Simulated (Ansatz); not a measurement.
TiOs₃, space group Pm-3m: an equation of state with a fit, run with Ansatz 0.2.0, Python API.

The script, `eos_tios3.py`:
```python
"""Equation of state of TiOs3."""

import ansatz as az
import numpy as np
from scipy.optimize import curve_fit

SMEARING = "Fermi-Dirac"
WIDTH_EV = 0.1
FUNCTIONAL = "r2scan"
KGRID = (6, 6, 6)

vectors0 = np.array([
    [3.88773, 0.0, 0.0],
    [0.0, 3.88773, 0.0],
    [0.0, 0.0, 3.88773],
])
sites = [
    ("Ti", (0.0, 0.0, 0.0)),
    ("Os", (0.5, 0.5, 0.0)),
    ("Os", (0.5, 0.0, 0.5)),
    ("Os", (0.0, 0.5, 0.5)),
]


def make_crystal(cell):
    crystal = az.Crystal(lattice=az.Lattice.of(cell))
    for symbol, position in sites:
        crystal = crystal.atom(symbol, position)
    return crystal

def vinet(v, e0, v0, b0, b1):
    eta = (v / v0) ** (1 / 3)
    return e0 + 2 * b0 * v0 / (b1 - 1) ** 2 * (2 - (5 + 3 * b1 * (eta - 1) - 3 * eta) * np.exp(-1.5 * (b1 - 1) * (eta - 1)))


def main() -> None:
    # uniform scaling of the cell
    volumes, energies = [], []
    for scale in np.linspace(0.88, 1.12, 7):
        cell = vectors0 * scale ** (1 / 3)
        model = (
            make_crystal(cell).calculation()
            .occupations(SMEARING, width=WIDTH_EV)
            .functional(FUNCTIONAL)
            .basis(45 * az.Ry)
            .kpoints(*KGRID)
        )
        summary = model.run().report
        volumes.append(abs(np.linalg.det(cell)) / len(sites))
        energies.append(summary["free_energy_ev"] / len(sites))
        print(f"V = {volumes[-1]:8.4f} A^3/atom  F = {energies[-1]:.5f} eV/atom")

    guess = (min(energies), volumes[int(np.argmin(energies))], 0.5, 4.5)
    (e0, v0, b0, b1), _ = curve_fit(vinet, np.array(volumes), np.array(energies), p0=guess, maxfev=20000)
    print(f"Vinet fit: V0 = {v0:.4f} A^3/atom, B0 = {160.21766 * b0:.1f} GPa, B1 = {b1:.2f}")
    print("largest residual", round(1000 * float(np.abs(vinet(np.array(volumes), e0, v0, b0, b1) - energies).max()), 3), "meV/atom")


if __name__ == "__main__":
    main()
```

Its results, one of them left out:

| V (Å³/atom) | F less the lowest row shown (meV/atom) |
| --- | --- |
| 12.927 | 178.30 |
| 13.515 | 54.72 |
| 14.103 | 0.00 |
| 14.690 | 0.31 |
| 15.278 | 44.51 |
| 15.865 | ? |
| 16.453 | 230.37 |

What is the missing energy at 15.865 Å³ an atom?

A third-order Birch-Murnaghan fit, E = E0 + (9 V0 B0 / 16) [(t - 1)³ B' + (t - 1)² (6 - 4t)] with t = (V0/V)^(2/3), through the 6 rows shown gives V0 = 14.387 Å³, B0 = 327.1 GPa, B' = 4.55 and E0 = -5.92 meV. At V = 15.865 Å³, t = 0.93687, and the fit interpolates to 123.50 meV. The run gave 123.62 meV, a miss of 0.12 meV.

What to keep in mind:
- No spin polarisation was allowed.
- The mesh is modest for a metal, so energies can be off by several to tens of meV an atom and pressures by half a GPa or more; differences at equal mesh fare better.
- Spin-orbit coupling, which matters for elements this heavy, is left out.
- The structure comes from a database of computed cells and needn't be a stable or known phase.
- Run time: 37 s on 1 thread of Arm Neoverse V2, with other jobs on the host, peak memory 0.64 GiB.
